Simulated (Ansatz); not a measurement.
**Si2Mo: a single-point run**

The task is a single-point run on Si2Mo. The structure is shown as the input types it.

Computed with Ansatz 0.2.0 (Kohn-Sham DFT, with the functional, basis and potentials that each input names, unless a step's input says otherwise).

### 1 Starting point

The structure is tetragonal, space group I4/mmm (No. 139). Conventional cell: a = 3.190 Å, b = 3.190 Å, c = 7.822 Å, α = 90.00°, β = 90.00°, γ = 90.00°. Around Si (site symmetry 4mm) lie 5 Si at 2.58 to 2.62 Å and 5 Mo at 2.60 to 2.62 Å. Mo (site symmetry 4/mmm) has 10 Si at 2.60 to 2.62 Å in its first shell of neighbours.

As a file:

```
CELL_PARAMETERS angstrom
-1.59500 1.59500 3.91105
1.59500 -1.59500 3.91105
1.59500 1.59500 -3.91105
ATOMIC_POSITIONS crystal
Si 0.33505 0.33505 0.00000
Si 0.66495 0.66495 0.00000
Mo 0.00000 0.00000 0.00000
```

### 2 Input and run

Input file input.yaml:

```yaml
crystal:
  lattice:
    - [-1.59500424228, 1.59500424228, 3.91105284993]
    - [1.59500424228, -1.59500424228, 3.91105284993]
    - [1.59500424228, 1.59500424228, -3.91105284993]
  atoms:
    - { symbol: Si, position: [0.335052868687, 0.335052868687, 0.0] }
    - { symbol: Si, position: [0.664947131313, 0.664947131313, 0.0] }
    - { symbol: Mo, position: [0.0, 0.0, 0.0] }
kpoints:
  mp_grid: { grid: [14, 14, 14] }
scf:
  occupations: { method: fermi_dirac, width: 0.08 }
  max_iter: 60
hamiltonian:
  xc: pbesol
  pseudopotentials: { kind: all_electron, lapw: { basis_error: 0.001 } }
  hubbard: { sites: [{ species: Mo, l: d, u_eff: -5.0 }] }
output:
  forces: true
  stress: true
  eigenvalues: true
  eigenstates:
    nscf_kmesh: { grid: [20, 20, 20] }
    de_dk: true
    e_range: [-14, 14]
  optics:
    e_range: [0, 20]
    de: 0.2
    sigma: 0.2
    bands: { spectra_wanted_up_to: 20 }
    nscf_kmesh: { grid: [20, 20, 20] }
    drude_damping: 0.1
checkpoint:
  write: ck
  write_wavefunctions: false
```

On the command line:

```console
$ ansatz run input.yaml --threads 2 --pin off --max-ram 6144MiB --backend cpu --events-out ev --progress --plain --runs-dir out
```

Q: Will this input give a usable result? If not, why, and what should change?

The run converged and reported no error, with warnings (optics on partly filled bands). Convergence says nothing about whether the input makes sense.

In the input, hamiltonian.hubbard.sites is [{species: Mo, l: d, u_eff: -5.0}]. The U is negative: it rewards fractional occupations of the shell, where a positive U penalises them, and shifts its filled levels up and its empty ones down.

Run again and compare: delete hamiltonian.hubbard.sites.
